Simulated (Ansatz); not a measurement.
# CH7BrO2Si2: one species, many methods

Aim: compute CH7BrO2Si2 with functionals from several rungs and with coupled cluster, and see how far each lands from CCSD(T) at the basis-set limit for the atomisation energy.

Computed with Ansatz 0.2.0, Gaussian basis. Level: functionals in def2-TZVPP, the program's frozen cores in correlated methods.

Plan: PBE-D4, r2SCAN-D4, PBE0-D4, B3LYP-D4, ωB97X-V, ωB97M-V, B2PLYP; CCSD(T)/def2-TZVPP; MP2/def2-QZVPP; extrapolation to the limit.

## (1) The relaxed structure

An earlier PBE0-D4 in a triple-zeta def2 set relaxation fixed the geometry.

SMILES `CO[SiH](Br)O[SiH3]`, 13 atoms, charge 0, spin multiplicity 1.

Atoms are counted from 1 here; the program's logs count them from 0.

Bond lengths: C1–O2 1.412 Å, C1–H7 1.090 Å, C1–H8 1.094 Å, C1–H9 1.095 Å, O2–Si3 1.620 Å, Si3–Br4 2.227 Å, Si3–O5 1.609 Å, Si3–H10 1.473 Å, O5–Si6 1.646 Å, Si6–H11 1.484 Å, Si6–H12 1.483 Å, Si6–H13 1.482 Å. Angles: O2–C1–H7 107.9°, O2–C1–H8 111.0°, O2–C1–H9 111.4°, H7–C1–H8 109.0°, H7–C1–H9 108.7°, H8–C1–H9 108.9°, C1–O2–Si3 126.0°, O2–Si3–Br4 109.1°, O2–Si3–O5 108.3°, O2–Si3–H10 112.5°, Br4–Si3–O5 110.0°, Br4–Si3–H10 107.3°, O5–Si3–H10 109.7°, Si3–O5–Si6 143.7°, O5–Si6–H11 110.3°, O5–Si6–H12 109.2°, O5–Si6–H13 107.6°, H11–Si6–H12 109.8° and more.

## (2) PBE-D4 (GGA)

Contents of in.yaml:

```yaml
crystal:
  periodic: [false, false, false]
  atoms:
    - {symbol: C, position_ang: [1.603126, -0.434888, -1.907102]}
    - {symbol: O, position_ang: [0.823867, -0.571305, -0.737671]}
    - {symbol: Si, position_ang: [-0.716711, -0.101319, -0.560210]}
    - {symbol: Br, position_ang: [-0.887574, 2.054781, -1.090367]}
    - {symbol: O, position_ang: [-1.137794, -0.324315, 0.976337]}
    - {symbol: Si, position_ang: [-0.920050, 0.240481, 2.507458]}
    - {symbol: H, position_ang: [2.585428, -0.862845, -1.705980]}
    - {symbol: H, position_ang: [1.722176, 0.618257, -2.177540]}
    - {symbol: H, position_ang: [1.153640, -0.969128, -2.750389]}
    - {symbol: H, position_ang: [-1.637216, -0.842361, -1.440205]}
    - {symbol: H, position_ang: [0.395004, 0.917687, 2.625431]}
    - {symbol: H, position_ang: [-2.006770, 1.195410, 2.833449]}
    - {symbol: H, position_ang: [-0.977117, -0.920454, 3.426778]}
basis:
  gaussian: {orbitals: def2-TZVPP}
hamiltonian: {xc: pbe, dispersion: d4}
output: {forces: true, orbitals: {seedname: orbitals}}
```

On the command line:

```bash
> ansatz run in.yaml --threads 2 --pin off --events-out ev --progress --plain --max-ram 32768MiB --backend cuda --devices 0, --max-vram 18GiB
```

After this run come: r2SCAN-D4 (meta-GGA); PBE0-D4 (hybrid); B3LYP-D4 (hybrid); ωB97X-V (range-separated); ωB97M-V (range-separated); B2PLYP (double hybrid); CCSD(T) in def2-TZVPP; MP2 in def2-QZVPP.

Q: Predict the results of all the runs planned. Wanted: atomisation energy, CCSD(T)/CBS; farthest; mean size of error, hybrid; mean size of error, range-separated; gap, smallest and largest; T1 diagnostic; triples share of the correlation energy.

The runs gave:

```
                               quantity                                          value
        atomisation energy, CCSD(T)/CBS                                      49.202 eV
    functionals within 0.492 eV (1.0 %)  PBE-D4, r2SCAN-D4, B3LYP-D4, ωB97X-V, ωB97M-V
                               farthest                             B2PLYP (-0.894 eV)
             mean size of error, hybrid                                       0.616 eV
    mean size of error, range-separated                                       0.129 eV
              gap, smallest and largest           6.33 eV (PBE-D4), 13.05 eV (ωB97X-V)
                          T1 diagnostic                                         0.0101
triples share of the correlation energy                                          3.4 %
```

**Reading.** PBE-D4 is off by -0.157 eV. Double hybrids carry the basis error of their MP2 part in triple zeta, and no dispersion term here, so their miss is partly the set-up's. Misses under about 0.492 eV are within the doubt on the reference itself, which lacks core-valence correlation, relativity and higher excitations, and its outer-core shells are covered unevenly. All levels share the lack of spin-orbit coupling, which lowers the free heavy atoms and so the true binding. Hartree-Fock recovers 74 % of the binding; the rest is correlation. The gap grows from 6.3 to 13.1 eV across the functionals, mostly with the share of exact exchange. Correlated methods include outer-core shells of Br, which these sets cover unevenly.
